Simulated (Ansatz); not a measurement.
# SiC3: energy against volume in PBE, exact exchange and the RPA

The task here is to estimate one member of a computed series from the others.

Code: Ansatz 0.2.0. PBE orbitals, norm-conserving pseudopotentials, plane waves. The structure was generated, not taken from experiment, and needn't be the ground state; spin polarisation is off.

**The structure to begin with**

The cell was relaxed beforehand with r2SCAN; volume changes: +0 %, -5 %, +5 %, -10 %, +10 %.

The symmetry is P-4m2 (No. 115, tetragonal); conventional cell a = 2.796 Å, c = 4.090 Å, 8.00 Å³ an atom. C has 2 C at 1.65 Å and 2 Si at 1.82 Å; C has 4 C at 1.65 Å; Si has 4 C at 1.82 Å.

Structure file:

```
C Si
1.0
     2.79640    0.00000    0.00000
     0.00000    2.79640    0.00000
     0.00000    0.00000    4.09004
C Si
3 1
Direct
  0.50000 0.00000 0.78627
  0.50000 0.50000 0.00000
  0.00000 0.50000 0.21373
  0.00000 0.00000 0.50000
```

The first run:

The input, input.yaml:

```yaml
crystal:
  lattice:
    - [2.796400686, 0.0, 0.0]
    - [0.0, 2.796400686, 0.0]
    - [0.0, 0.0, 4.090043607]
  atoms:
    - { symbol: C, position: [0.5, 0.0, 0.7862689766] }
    - { symbol: C, position: [0.5, 0.5, 0.0] }
    - { symbol: C, position: [0.0, 0.5, 0.2137310234] }
    - { symbol: Si, position: [0.0, 0.0, 0.5] }
kpoints:
  mp_grid: { grid: [4, 4, 4] }
hamiltonian:
  xc: pbe
  pseudopotentials: { kind: nc }
scf:
  occupations: { method: fixed }
output:
  rpa_energy:
    ecut_chi_ladder: [177, 199, 220, 245, 269]
    long_wavelength: optical_limit
basis:
  ecutwfc: 1115.666836
```

Among the steps run: The unscaled cell; Volume -5 %; Volume +5 %; Volume -10 %; Volume +10 %.

One table of the session follows, with a row left open; its other results are not shown here.

Energies in meV/atom from the unscaled cell:

```
volume (Å³/atom)    PBE  exact exchange  EXX+RPA  RPA correlation
           7.196  104.7            76.3     95.9             19.6
           7.596      ?               ?        ?                ?
           7.996    0.0             0.0      0.0              0.0
           8.396    8.0            27.8     12.3            -15.5
           8.795   45.1            87.6     53.1            -34.5
```

Q: Estimate the row for volume (Å³/atom) = 7.596 from the others.

Worked estimate for «PBE». A straight line through the neighbours (7.196, 104.7) and (7.996, 0.0) gives 104.7 + (0.0 − 104.7) × (7.596 − 7.196) / (7.996 − 7.196) = 52.4; a parabola fitted to 3 rows on both sides gives 32.2.

**Answer.** PBE: 28.9; exact exchange: 12.7; EXX+RPA: 24.7; RPA correlation: 12.0. In «PBE» the line misses by +23.5 and the parabola by +3.3.
